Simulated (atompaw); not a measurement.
# Pseudopotential generation for niobium: PAW (atompaw), LDA (PW92)

Do these settings give a usable potential? It is generated, then checked for scattering, ghosts and hardness.

Method: atompaw 4.2.0.5, LDA (PW92), scalar-relativistic.

## 1. Starting point

Typed settings, in words:

```json
{
 "element": "niobium (Nb, Z = 41)",
 "type": "PAW",
 "frozen core": "[Kr]",
 "valence charge": "5",
 "reference configuration": "4d4 5s0.75 5p0.25",
 "partial waves": "5s (bound): rc 2.65 bohr; 5s channel at 0.3 Ry: rc 2.65 bohr; 5p (bound): rc 3.00 bohr; 5p channel at 0.3 Ry: rc 3.00 bohr; 4d (bound): rc 3.00 bohr; 4d channel at 2.25 Ry: rc 3.00 bohr",
 "local potential": "troulliermartins scheme with l = 3 at 0 Ry, radius 2.60 bohr",
 "core correction": "smooth core density matched at 2.75 bohr",
 "augmentation charge": "sinc compensation charge, radius 2.30 bohr; PAW radius 3.00 bohr; waves and projectors: custom rrkj gramschmidtortho"
}
```

The nodes and maxima of the atom's own shells, from an earlier all-electron run, set the scale for the radii.

All-electron outer shells of the reference configuration (LDA (PW92), scalar-relativistic, ld1.x):

```json
{"shell": "4s", "level (eV)": "-58.79", "outermost node (bohr)": "0.53", "outermost maximum (bohr)": "1.02"}
{"shell": "4p", "level (eV)": "-34.94", "outermost node (bohr)": "0.54", "outermost maximum (bohr)": "1.12"}
{"shell": "5s", "level (eV)": "-4.42", "outermost node (bohr)": "1.40", "outermost maximum (bohr)": "3.04"}
{"shell": "4d", "level (eV)": "-3.51", "outermost node (bohr)": "0.55", "outermost maximum (bohr)": "1.51"}
{"shell": "5p", "level (eV)": "-1.41", "outermost node (bohr)": "1.62", "outermost maximum (bohr)": "4.15"}
```

## 2. The generation run

Nb.input

```
Nb 41
LDA-PW scalarrelativistic loggrid 1500 logderivrange -2 5 176
5 5 4 0 0 0
5 0 0.75
5 1 0.25
4 2 4
0 0 0
c
c
c
c
v
c
c
c
v
c
v
2
3.00 2.30 2.60 2.75
y
0.3
n
y
0.3
n
y
2.25
n
custom rrkj gramschmidtortho sinc
3 0 troulliermartins
2.65
2.65
3.00
3.00
3.00
3.00
PWSCFOUT
UPFDX 0.0125d0 UPFXMIN -7.d0 UPFZMESH 41.d0
END
```

Run with:

```
$ atompaw < Nb.input > Nb.log
```

What does the calculation give? Wanted: cutoffs for 10 and 1 mRy, occupied levels; bound ghosts; largest phase difference near zero energy, channels read; lowest eigenvalue of the overlap; share of valence orbitals outside the PAW sphere; UPF file.

The runs gave:

| quantity | value |
| --- | --- |
| cutoffs for 10 and 1 mRy, occupied levels | 10 Ry and 12 Ry |
| bound ghosts | s at -39.60 eV, p at -20.03 eV |
| largest phase difference near zero energy, channels read | 0.002 rad |
| lowest eigenvalue of the overlap (Bessel basis) | 0.564 (s) |
| share of valence orbitals outside the PAW sphere | 5s 65 %, 5p 88 %, 4d 19 % |
| UPF file | written |

In words: A bound ghost (s, p) makes it unfit for use: electrons can fall into a state that the atom doesn't have. By its cutoff, 10 Ry for the looser tolerance, it is soft on the atom at that tolerance. The slowest occupied level is 4d: taken alone it needs 12 Ry to come within 1 mRy, against 6 Ry or less for 5s. Near zero energy the phases of the channels with partial waves agree within 0.002 rad. The pseudo curves have a pole with no partner nearby in the atom's: p at -1.44 Ry. These are tests on the free atom; a crystal test is still owed.
